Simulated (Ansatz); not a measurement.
# LiTa4H2: the cost of one run

Program: Ansatz 0.2.0. Level of theory: DFT PBE, scalar-relativistic, plane waves, PAW. These are calculated values, not measurements.

## 1. Starting point

The structure is cubic, space group F-43m (No. 216). Conventional cell: a = 8.010 Å, b = 8.010 Å, c = 8.010 Å, α = 90.00°, β = 90.00°, γ = 90.00°. Li (site symmetry -43m) is surrounded by 12 Ta at 3.31 Å and 4 H at 3.47 Å. Around Ta (site symmetry 3m) lie 1 H at 1.82 Å. H (site symmetry -43m) is surrounded by 4 Ta at 1.82 Å. H (site symmetry -43m) has 12 Ta at 3.34 Å and 4 Li at 3.47 Å as nearest neighbours.

Coordinates:

```
Li Ta H
1.0
     0.00000    4.00509    4.00509
     4.00509    0.00000    4.00509
     4.00509    4.00509    0.00000
Li Ta H
1 4 2
Direct
  0.25000 0.25000 0.25000
  0.61855 0.14434 0.61855
  0.61855 0.61855 0.61855
  0.14434 0.61855 0.61855
  0.61855 0.61855 0.14434
  0.75000 0.75000 0.75000
  0.00000 0.00000 0.00000
```

The cell was relaxed beforehand at this level, from a generated guess; it needn't be the stable form of this composition. At a tolerance of 0.05 Å it has space group F-43m (No. 216); it has 18.36 Å³/atom, an uncorrected energy of +1.18 eV/atom over the elements.

## 2. Static run: bands, density of states and charges

Input file input.yaml:

```yaml
crystal:
  lattice:
    - [0.0, 4.0050873209, 4.0050873209]
    - [4.0050873209, 0.0, 4.0050873209]
    - [4.0050873209, 4.0050873209, 0.0]
  atoms:
    - { symbol: Li, position: [0.25, 0.25, 0.25] }
    - { symbol: Ta, position: [0.618554385, 0.144336845, 0.618554385] }
    - { symbol: Ta, position: [0.618554385, 0.618554385, 0.618554385] }
    - { symbol: Ta, position: [0.144336845, 0.618554385, 0.618554385] }
    - { symbol: Ta, position: [0.618554385, 0.618554385, 0.144336845] }
    - { symbol: H, position: [0.75, 0.75, 0.75] }
    - { symbol: H, position: [0.0, 0.0, 0.0] }
basis:
  ecutwfc: 420
kpoints:
  mp_grid: { grid: [8, 8, 8] }
  band_path:
    path:
      - [[0.0, 0.0, 0.0], [-0.5, -0.5, 0.0], [-0.375, -0.375, 0.25]]
      - [[-0.375, 0.0, 0.375], [0.0, 0.0, 0.0], [0.0, 0.0, 0.5], [-0.5, -0.25, 0.25], [-0.5, -0.5, 0.0]]
    npoints: 14
hamiltonian:
  xc: pbe
scf:
  occupations: { method: gaussian, width: 0.1 }
  n_extra_bands: 17
output:
  forces: true
  stress: true
  eigenvalues: true
  populations: true
  dos: { projected: true, de: 0.02, nscf_kmesh: { grid: [10, 10, 10] } }
  bader: true
  write_density: true
  write_potential: true
  elf: true
  volumetric_format: npy
```

Launch:

```console
$ ansatz run input.yaml --threads 1 --pin off --max-ram 2048MiB --backend cpu --events-out ev --progress --plain --runs-dir out
```

Q: Estimate wall time and peak memory on 1 thread of Arm Neoverse V1, shared host.

About 2.8 min, with a peak of 0.55 GiB.
